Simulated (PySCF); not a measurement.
# C3H6FNSi: the cost of one run

Computed with PySCF 2.14.0, with density-fitted response routines of our own, on a single molecule in the gas phase. Atoms are numbered from 0 throughout.

## 1. The starting structure

12 atoms, charge 0, multiplicity 1; geometry from: GFN2-xTB. The atoms were then displaced at random by about 0.01 Å, so the start is not that level's minimum.

Bonds of the start (Å): C0–N1 1.29, N1–C2 1.38, C2–C3 1.28, C3–Si4 1.91, Si4–F5 1.63, C0–H6 1.05, C0–H7 1.11, C2–H8 1.11, C3–H9 1.09, Si4–H10 1.44, Si4–H11 1.47.

## 2. Optimising the geometry at PBE0-D3(BJ)/def2-SVP

Job settings and geometry (Å):

```
{"job": {"xc": "PBE0", "basis": "def2-SVP", "d3": "d3bj", "grid": 1, "shake": 0.01, "kind": "geom"}, "charge": 0, "multiplicity": 1}
C      2.207520    -0.932030    -0.359000
N      0.984210    -0.568040    -0.173720
C      0.621230     0.765750    -0.115470
C     -0.604080     1.081720     0.101950
Si    -1.926290    -0.279630     0.301540
F     -3.320450     0.522820     0.539620
H      2.431910    -1.960910    -0.407630
H      3.032490    -0.196270    -0.493290
H      1.425550     1.523640    -0.213210
H     -0.926920     2.117550     0.168510
H     -2.148120    -1.050400    -0.891040
H     -1.737370    -1.052470     1.532700
```

Command:

```console
OMP_NUM_THREADS=1 python probes_run.py task.json out
```

The driver reads the jobs from task.json and runs them one after another.

Q: Estimate the wall time and peak memory of this first job on 1 thread of Arm Neoverse V1, shared host.

About 36 s, with a peak of 0.49 GiB.
